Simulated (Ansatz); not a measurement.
# Ta2Ag: the cost of one run

Program: Ansatz 0.2.0. Level of theory: DFT PBE, scalar-relativistic, plane waves, PAW. These are calculated values, not measurements.

## 1. The starting structure

The structure is cubic, space group F-43m (No. 216). Conventional cell: a = 5.844 Å, b = 5.844 Å, c = 5.844 Å, α = 90.00°, β = 90.00°, γ = 90.00°. Ta (site symmetry -43m) is surrounded by 4 Ta at 2.53 Å and 4 Ag at 2.53 Å. Around Ta (site symmetry -43m) lie 4 Ta at 2.53 Å. Ag (site symmetry -43m) has 4 Ta at 2.53 Å as nearest neighbours.

Coordinates:

```cif
data_structure
_symmetry_space_group_name_H-M 'F-43m'
_symmetry_Int_Tables_number 216
_cell_length_a 5.8441
_cell_length_b 5.8441
_cell_length_c 5.8441
_cell_angle_alpha 90.000
_cell_angle_beta 90.000
_cell_angle_gamma 90.000
_cell_volume 199.60
loop_
_atom_site_label
_atom_site_type_symbol
_atom_site_symmetry_multiplicity
_atom_site_Wyckoff_symbol
_atom_site_fract_x
_atom_site_fract_y
_atom_site_fract_z
_atom_site_occupancy
Ta1 Ta 4 d 0.25000 0.25000 0.75000 1
Ta2 Ta 4 b 0.50000 0.00000 0.00000 1
Ag1 Ag 4 a 0.00000 0.00000 0.00000 1
```

The cell is invented: species swapped into a database cell of Cu2Se (F-43m, No. 216), with Ta on the Cu sites and Ag on the Se sites. Its size is a rough estimate.

## 2. Probe: one point on a coarse mesh

input.yaml

```yaml
crystal:
  lattice:
    - [0.0, 2.92205616, 2.92205616]
    - [2.92205616, 0.0, 2.92205616]
    - [2.92205616, 2.92205616, 0.0]
  atoms:
    - { symbol: Ta, position: [0.25, 0.25, 0.25] }
    - { symbol: Ta, position: [0.5, 0.5, 0.5] }
    - { symbol: Ag, position: [0.0, 0.0, 0.0] }
basis:
  ecutwfc: 420
kpoints:
  mp_grid: { grid: [6, 6, 6] }
hamiltonian:
  xc: pbe
scf:
  occupations: { method: gaussian, width: 0.1 }
  lower_state_search: "off"
output:
  forces: true
  stress: true
  eigenvalues: true
```

The run is started by

```bash
ansatz run input.yaml --threads 1 --pin off --max-ram 2560MiB --backend cpu --events-out ev --progress --plain --runs-dir out
```

**Question.** How long does this run take on 1 thread of Arm Neoverse V1, shared host, and how much memory does it need?

About 2.2 s, with a peak of 0.31 GiB.
